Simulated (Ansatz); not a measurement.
**NaF: stiffness from strained cells**

Aim: the elastic tensor from the stress of slightly strained cells, and the moduli that follow. Runs: reference run (LAPW); at 2 GPa (LAPW). Companion runs by PAW are cited.

Computed with Ansatz 0.2.0 (DFT LDA, all-electron LAPW, scalar-relativistic unless said, unless a step's input says otherwise).

2 further runs of the same task are left out: 2 set aside as unsound or not needed. Runs told in other sessions of the task aren't counted.

### Step 1. The starting structure

The structure is cubic, space group Fm-3m (No. 225). Conventional cell: a = 4.504 Å, b = 4.504 Å, c = 4.504 Å, α = 90.00°, β = 90.00°, γ = 90.00°. Around Na (site symmetry m-3m) lie 6 F at 2.25 Å. F (site symmetry m-3m) has 6 Na at 2.25 Å in its first shell of neighbours.

Structure file:

```cif
data_structure
_symmetry_space_group_name_H-M 'P 1'
_symmetry_Int_Tables_number 1
_cell_length_a 3.1845
_cell_length_b 3.1845
_cell_length_c 3.1845
_cell_angle_alpha 60.000
_cell_angle_beta 60.000
_cell_angle_gamma 60.000
_cell_volume 22.84
loop_
_atom_site_label
_atom_site_type_symbol
_atom_site_fract_x
_atom_site_fract_y
_atom_site_fract_z
_atom_site_occupancy
Na1 Na 0.00000 0.00000 0.00000 1
F1 F 0.50000 0.50000 0.50000 1
```

Cartesian axes are those of the input's lattice vectors. The structure goes back to a database entry.

### Step 2. Reference run, LAPW

input.yaml

```yaml
crystal:
  lattice:
    - [0.0, 2.25177894848, 2.25177894848]
    - [2.25177894848, 0.0, 2.25177894848]
    - [2.25177894848, 2.25177894848, 0.0]
  atoms:
    - { symbol: Na, position: [0.0, 0.0, 0.0] }
    - { symbol: F, position: [0.5, 0.5, 0.5] }
kpoints:
  mp_grid: { grid: [10, 10, 10] }
scf:
  occupations: { method: fixed }
hamiltonian:
  xc: lda
  pseudopotentials: { kind: all_electron, lapw: { basis_error: 0.0005 } }
elastic:
  mode: relaxed_ion
  stencil: four_point
  amplitude: 0.005
```

Run with:

```
$ ansatz run input.yaml --threads 1 --pin off --max-ram 2560MiB --backend cpu --events-out ev --progress --plain --runs-dir out
```

### Step 3. At 2 GPa, LAPW

Changes to input.yaml since step 2:

```diff
@@ -2,5 +2,5 @@
   lattice:
-    - [0.0, 2.25177894848, 2.25177894848]
-    - [2.25177894848, 0.0, 2.25177894848]
-    - [2.25177894848, 2.25177894848, 0.0]
+    - [0.0, 2.22865874611, 2.22865874611]
+    - [2.22865874611, 0.0, 2.22865874611]
+    - [2.22865874611, 2.22865874611, 0.0]
   atoms:
```

(Steps that only read results are left out.)

What does the calculation give? Wanted: C11; C12; C44; bulk, shear and Young's modulus; Debye temperature from sound speeds; universal anisotropy index.

The runs gave:

| quantity | value |
| --- | --- |
| C11 (LAPW) | 134 GPa |
| C12 (LAPW) | 25 GPa |
| C44 (LAPW) | 29 GPa |
| bulk, shear and Young's modulus | 61, 38, 93 GPa |
| Debye temperature from sound speeds | 510 K |
| universal anisotropy index | 0.48 |

All eigenvalues are positive, so the crystal is mechanically stable; by LAPW K = 61 and G = 38 GPa, K/G = 1.63, on the brittle side of Pugh's rough line at 1.75, which was drawn for metals. Young's modulus runs from 75 to 126 GPa with direction. PAW's constants lie within 0.8 GPa of LAPW's. At 2 GPa K rises to 71 GPa.
